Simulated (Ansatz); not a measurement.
# CH₆OSiZn: basis-set convergence

Aim: see how fast density functionals converge with the basis set for CH₆OSiZn.

Program: Ansatz 0.2.0, Gaussian basis. Level of theory: one geometry, several basis sets. These are calculated values, not measurements.

Levels to be run: PBE0-D4/def2-SVP; ωB97M-V/def2-SVP; PBE0-D4/def2-QZVPP; ωB97M-V/def2-QZVPP; the functionals' def2-TZVPP values are taken from earlier runs.

## (1) The geometry

An earlier PBE0-D4 in a triple-zeta def2 set relaxation fixed the geometry.

SMILES `[SiH3]O[CH2][ZnH]`, 10 atoms, charge 0, spin multiplicity 1.

Atoms are counted from 1 here; the program's logs count them from 0.

Bond lengths: Si1–O2 1.644 Å, Si1–H5 1.482 Å, Si1–H6 1.491 Å, Si1–H7 1.491 Å, O2–C3 1.436 Å, C3–Zn4 1.967 Å, C3–H8 1.099 Å, C3–H9 1.099 Å, Zn4–H10 1.542 Å. Angles: O2–Si1–H5 106.9°, O2–Si1–H6 110.8°, O2–Si1–H7 110.8°, H5–Si1–H6 110.2°, H5–Si1–H7 110.2°, H6–Si1–H7 107.9°, Si1–O2–C3 119.6°, O2–C3–Zn4 107.3°, O2–C3–H8 110.1°, O2–C3–H9 110.1°, Zn4–C3–H8 111.5°, Zn4–C3–H9 111.5°, H8–C3–H9 106.4°, C3–Zn4–H10 178.5°.

Coordinates:

```mol
CH6OSiZn
  3D, bonds by distance, orders not assigned

 10  9  0  0  0  0  0  0  0  0999 V2000
    0.0870    1.7724   -0.0835 Si  0  0
    0.2058    0.2010   -0.5511 O   0  0
   -0.1493   -0.8419    0.3694 C   0  0
    0.1380   -2.5560   -0.5506 Zn  0  0
    0.5171    2.5989   -1.2365 H   0  0
    0.9574    2.0404    1.0965 H   0  0
   -1.3150    2.1071    0.2965 H   0  0
   -1.1948   -0.7256    0.6865 H   0  0
    0.4617   -0.7668    1.2794 H   0  0
    0.3755   -3.8806   -1.3036 H   0  0
  1  2  8  0
  2  3  8  0
  3  4  8  0
  1  5  8  0
  1  6  8  0
  1  7  8  0
  3  8  8  0
  3  9  8  0
  4 10  8  0
M  END
```

## (2) PBE0-D4 in def2-SVP

in.yaml reads:

```yaml
crystal:
  periodic: [false, false, false]
  atoms:
    - {symbol: Si, position_ang: [0.086956, 1.772440, -0.083477]}
    - {symbol: O, position_ang: [0.205784, 0.200958, -0.551080]}
    - {symbol: C, position_ang: [-0.149337, -0.841864, 0.369363]}
    - {symbol: Zn, position_ang: [0.137973, -2.556034, -0.550584]}
    - {symbol: H, position_ang: [0.517131, 2.598876, -1.236475]}
    - {symbol: H, position_ang: [0.957386, 2.040385, 1.096542]}
    - {symbol: H, position_ang: [-1.315003, 2.107068, 0.296548]}
    - {symbol: H, position_ang: [-1.194823, -0.725623, 0.686484]}
    - {symbol: H, position_ang: [0.461726, -0.766837, 1.279422]}
    - {symbol: H, position_ang: [0.375507, -3.880568, -1.303643]}
basis:
  gaussian: {orbitals: def2-SVP}
hamiltonian: {xc: pbe0, dispersion: d4}
output: {orbitals: {seedname: orbitals}}
```

The runs that follow: ωB97M-V in def2-SVP; PBE0-D4 in def2-QZVPP; ωB97M-V in def2-QZVPP.

**Question.** What will the summary of the whole plan be? Wanted: PBE0-D4: double and triple zeta above quadruple; ωB97M-V: double and triple zeta above quadruple.

The runs gave:

| quantity | value |
| --- | --- |
| PBE0-D4: double and triple zeta above quadruple | 15.31, 1.64 eV |
| ωB97M-V: double and triple zeta above quadruple | 15.38, 1.58 eV |

What this shows: For PBE0-D4 the step from double to triple zeta gains 13.66 eV and the next only 1.64 eV. These are total energies; as a rule much of such shifts cancels in differences, which this series doesn't test. The LUMO of ωB97M-V is positive and keeps falling with the basis (1.90 to 0.47 eV): an unbound level that the basis holds in place.
